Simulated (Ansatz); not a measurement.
**H₄NPSSi: small, medium and large basis sets**

An exercise on one series of results from a longer session: the logs are not shown, and one member is left open.

Program: Ansatz 0.2.0, Gaussian basis. Level of theory: one geometry, several basis sets. These are calculated values, not measurements.

The runs, in order: PBE0-D4/def2-SVP; ωB97M-V/def2-SVP; PBE0-D4/def2-QZVPP; ωB97M-V/def2-QZVPP; the functionals' def2-TZVPP values are taken from earlier runs.

## Structure used throughout

All runs share one geometry, relaxed beforehand with PBE0-D4 in a triple-zeta def2 set.

SMILES `SP1N[SiH2]1`, 8 atoms, charge 0, spin multiplicity 1.

Atoms are counted from 1 here; the program's logs count them from 0.

Bond lengths: S1–P2 2.148 Å, S1–H5 1.344 Å, P2–N3 1.740 Å, P2–Si4 2.197 Å, N3–Si4 1.704 Å, N3–H6 1.006 Å, Si4–H7 1.480 Å, Si4–H8 1.482 Å. Angles: P2–S1–H5 94.6°, S1–P2–N3 107.3°, S1–P2–Si4 97.7°, N3–P2–Si4 49.6°, P2–N3–Si4 79.3°, P2–N3–H6 129.0°, Si4–N3–H6 141.6°, P2–Si4–N3 51.1°, P2–Si4–H7 124.1°, P2–Si4–H8 118.9°, N3–Si4–H7 117.5°, N3–Si4–H8 119.5°, H7–Si4–H8 112.4°.

Coordinates:

```
S    -1.5045    1.2501   -0.9371
P     0.5859    0.7922   -0.7482
N     0.8299    0.1379    0.8457
Si    0.3728   -1.2648   -0.0065
H    -1.3222    2.5814   -0.9475
H     0.7225    0.5883    1.7388
H     1.3950   -2.3203   -0.1818
H    -0.9871   -1.8220    0.1808
```

Set-up of the first run:

Input file in.yaml:

```yaml
crystal:
  periodic: [false, false, false]
  atoms:
    - {symbol: S, position_ang: [-1.504511, 1.250075, -0.937105]}
    - {symbol: P, position_ang: [0.585908, 0.792182, -0.748233]}
    - {symbol: N, position_ang: [0.829945, 0.137940, 0.845676]}
    - {symbol: Si, position_ang: [0.372784, -1.264824, -0.006493]}
    - {symbol: H, position_ang: [-1.322223, 2.581424, -0.947483]}
    - {symbol: H, position_ang: [0.722544, 0.588286, 1.738821]}
    - {symbol: H, position_ang: [1.394972, -2.320286, -0.181791]}
    - {symbol: H, position_ang: [-0.987116, -1.821997, 0.180805]}
basis:
  gaussian: {orbitals: def2-SVP}
hamiltonian: {xc: pbe0, dispersion: d4}
output: {orbitals: {seedname: orbitals}}
```

Started as:

```console
$ ansatz run in.yaml --threads 2 --pin off --events-out ev --progress --plain --max-ram 4352MiB
```

Steps of the session up to this table: PBE0-D4 in def2-SVP; ωB97M-V in def2-SVP; PBE0-D4 in def2-QZVPP; ωB97M-V in def2-QZVPP.

One table of the session follows, with a row left open; its other results are not shown here.

It belongs to the step «Functionals by basis». 

| functional | basis | HOMO (eV) |
| --- | --- | --- |
| PBE0-D4 | def2-SVP | -6.67 |
| PBE0-D4 | def2-TZVPP | -6.74 |
| PBE0-D4 | def2-QZVPP | -6.78 |
| ωB97M-V | def2-SVP | -8.65 |
| ωB97M-V | def2-TZVPP | -8.76 |
| ωB97M-V | def2-QZVPP | ? |

Estimate the missing values for ωB97M-V, def2-QZVPP.

**Answer.** HOMO (eV): -8.80. In the column «HOMO (eV)» it is the lowest.
